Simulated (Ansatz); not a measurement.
## CH7PSi, SMILES C[SiH2]P: an atomisation energy

Computed with the Ansatz DFT code, driven from Python.

`ch7psi_tae.py`
```python
from collections import Counter

import ansatz as az


def single_point(molecule, charge=0, unpaired=0):
    calc = (
        molecule.calculation()
        .basis(gaussian="pcseg-2")
        .functional("hf")
        .accuracy("high")
    )
    if charge:
        calc = calc.charge(charge)
    if unpaired:
        calc = calc.spin("collinear", total=unpaired)
    return calc.run().report["free_energy_ev"]

GEOMETRY = """
C    -0.98000    0.62790   -0.87250
Si   -0.19700   -0.64510    0.09740
P     1.22180    0.28760    1.48860
H    -1.66970    0.25110   -1.59450
H    -0.30640    1.25220   -1.48140
H    -1.58040    1.38120   -0.24220
H     0.59110   -1.55940   -0.78200
H    -1.13790   -1.40780    0.87990
H     1.90970   -0.88750    1.94220
H     2.23170    0.64850    0.56760
"""

mol = az.Crystal.molecule()
for line in GEOMETRY.strip().splitlines():
    symbol, *xyz = line.split()
    mol = mol.atom(symbol, [float(v) for v in xyz])

unpaired = {"C": 2, "Si": 2, "P": 3, "H": 1}
counts = Counter(site.symbol for site in mol.cartesian_sites)
atom_energy = {s: single_point(az.Crystal.molecule().atom(s, (0, 0, 0)), 0, unpaired[s]) for s in counts}
whole = single_point(mol, 0, 0)
for s, e in atom_energy.items():
    print(f"{s:2s} x{counts[s]}  {e:14.5f} eV")
print(f"CH7PSi: {whole:.5f} eV")
split = sum(counts[s] * e for s, e in atom_energy.items()) - whole
print(f"atomisation energy (no zero-point term): {96.485332 * split:.1f} kJ/mol, {split / sum(counts.values()):.3f} eV an atom")
```

```console
$ python ch7psi_tae.py
C  x1     -1025.57196 eV
Si x1     -7859.95751 eV
P  x1     -9271.16999 eV
H  x7       -13.60238 eV
CH7PSi: -18276.37711 eV
atomisation energy (no zero-point term): 2360.1 kJ/mol, 2.446 eV an atom
```

2360.1 kJ/mol from the electronic energies, without the zero-point term.

Caveats:
- The settings weren't tested for convergence.
- The geometry is a force-field or estimated start, not a minimum of this method, and the basis set is short of its limit. All parts are taken at fixed geometry, without zero-point energy.
- Hartree-Fock leaves correlation out, so bond, atomisation and ionisation energies come out well too low.
- Timing: 25 s on 1 thread of Arm Neoverse V1 (shared host), peak memory 1 GiB.
